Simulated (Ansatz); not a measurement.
# CH3NSSi: the cost of one run

All numbers below are computed with Ansatz 0.2.0 (RKS PBE/def2-SVPD).

## Step 1: The structure to begin with

Bond lengths: S1–C2 1.607 Å, C2–N3 1.268 Å, C2–Si4 1.772 Å, N3–Si4 1.985 Å, S1–H5 1.371 Å, Si4–H6 1.482 Å, Si4–H7 1.475 Å. Angles: S1–C2–N3 132.4°, S1–C2–Si4 147.9°, N3–C2–Si4 79.7°, C2–S1–H5 96.9°, C2–N3–Si4 61.4°, C2–Si4–N3 38.9°, C2–Si4–H6 117.3°, C2–Si4–H7 118.9°, N3–Si4–H6 101.7°, N3–Si4–H7 102.9°, H6–Si4–H7 116.0°.

Coordinates:

```xyz
7

S    -0.8313    1.0470   -1.6344
C    -0.2598    0.2283   -0.3751
N    -0.8135   -0.5389    0.4688
Si    1.1453   -0.2441    0.5953
H    -2.1454    0.6869   -1.4827
H     1.2719    0.3565    1.9440
H     1.6940   -1.6037    0.4383
```

## Step 2: End point A

input.yaml

```yaml
crystal:
  periodic: [false, false, false]
  atoms:
    - { symbol: S, position_ang: [-0.8313, 1.047, -1.6344] }
    - { symbol: C, position_ang: [-0.2598, 0.2283, -0.3751] }
    - { symbol: "N", position_ang: [-0.8135, -0.5389, 0.4688] }
    - { symbol: Si, position_ang: [1.1453, -0.2441, 0.5953] }
    - { symbol: H, position_ang: [-2.1454, 0.6869, -1.4827] }
    - { symbol: H, position_ang: [1.2719, 0.3565, 1.944] }
    - { symbol: H, position_ang: [1.694, -1.6037, 0.4383] }
basis:
  gaussian: { orbitals: def2-SVPD }
hamiltonian:
  xc: pbe
relax:
  f_tol: 0.02
  max_steps: 50
```

Run with:

```console
ansatz run input.yaml --threads 2 --pin off --max-ram 3072MiB --backend cpu --events-out ev --progress --plain --runs-dir out
```

Q: Estimate wall time and peak memory on 2 threads of Intel Xeon Platinum 8488C (Sapphire Rapids), shared host.

About 14 s, with a peak of 0.17 GiB.
